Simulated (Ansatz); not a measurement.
# CaSb4Pd: the cost of one run

Method: DFT, r2SCAN, no spin polarisation, plane waves, PAW, in Ansatz 0.2.0.

## Step 1: Geometry

The structure is tetragonal, space group I4/mcm (No. 140). The conventional cell has a = 6.635 Å, b = 6.635 Å, c = 12.734 Å, α = 90.00°, β = 90.00°, γ = 90.00°. Ca (site symmetry 422) is surrounded by 8 Sb at 2.90 Å. Pd (site symmetry mmm) has 4 Sb at 2.32 Å as nearest neighbours. Sb (site symmetry m) has 1 Pd at 2.32 Å as nearest neighbours.

In its conventional cell, by symmetry (the run takes the cell typed in the input):

```cif
data_structure
_symmetry_space_group_name_H-M 'I4/mcm'
_symmetry_Int_Tables_number 140
_cell_length_a 6.6347
_cell_length_b 6.6347
_cell_length_c 12.7339
_cell_angle_alpha 90.000
_cell_angle_beta 90.000
_cell_angle_gamma 90.000
_cell_volume 560.54
loop_
_atom_site_label
_atom_site_type_symbol
_atom_site_symmetry_multiplicity
_atom_site_Wyckoff_symbol
_atom_site_fract_x
_atom_site_fract_y
_atom_site_fract_z
_atom_site_occupancy
Ca1 Ca 4 a 0.50000 0.50000 0.25000 1
Pd1 Pd 4 d 0.00000 0.50000 0.50000 1
Sb1 Sb 16 l 0.67570 0.17570 0.12810 1
```

The first density is read from a saved solution for the starting cell.

## Step 2: Relaxing

File input.yaml:

```yaml
crystal:
  lattice:
    - [0.0, 6.634722, 0.0]
    - [6.634722, 0.0, 0.0]
    - [3.317361, 3.317361, -6.366964]
  atoms:
    - { symbol: Ca, position: [0.25, 0.25, 0.5] }
    - { symbol: Ca, position: [0.75, 0.75, 0.5] }
    - { symbol: Pd, position: [0.5, 0.0, 0.0] }
    - { symbol: Pd, position: [0.0, 0.5, 0.0] }
    - { symbol: Sb, position: [0.8038, 0.3038, 0.7438] }
    - { symbol: Sb, position: [0.3038, 0.4524, 0.7438] }
    - { symbol: Sb, position: [0.4524, 0.9524, 0.7438] }
    - { symbol: Sb, position: [0.9524, 0.8038, 0.7438] }
    - { symbol: Sb, position: [0.6962, 0.5476, 0.2562] }
    - { symbol: Sb, position: [0.1962, 0.6962, 0.2562] }
    - { symbol: Sb, position: [0.0476, 0.1962, 0.2562] }
    - { symbol: Sb, position: [0.5476, 0.0476, 0.2562] }
  symmetry: { tolerance: 0.0003 }
kpoints:
  mp_grid: { grid: [5, 5, 5], shift: [0, 0, 0] }
magnetization:
  spin_polarized: false
scf:
  occupations: { method: fermi_dirac, width: 0.0576 }
  lower_state_search: "off"
hamiltonian:
  pseudopotentials: { kind: paw }
  xc: r2scan
basis:
  ecutwfc: 500
  fft_grid_basis: typed
relax:
  max_steps: 60
  cell: { p_target: 0.0 }
  f_tol: 0.03
output:
  forces: true
  stress: true
  eigenvalues: true
  bader: true
  populations: true
  elf: true
  write_potential: true
  volumetric_format: npy
  dos:
    e_range: [-12, 8]
    de: 0.05
    projected: { site_lists: { Ca: [Ca], Pd: [Pd], Sb: [Sb] } }
checkpoint:
  read: saved_state
```

Command:

```console
$ ansatz run input.yaml --threads 2 --pin off --max-ram 2560MiB --backend cpu --events-out ev --progress --plain --runs-dir out
```

What time and memory should one allow on 2 threads of Arm Neoverse V1, shared host?

About 12 min, with a peak of 1.7 GiB.
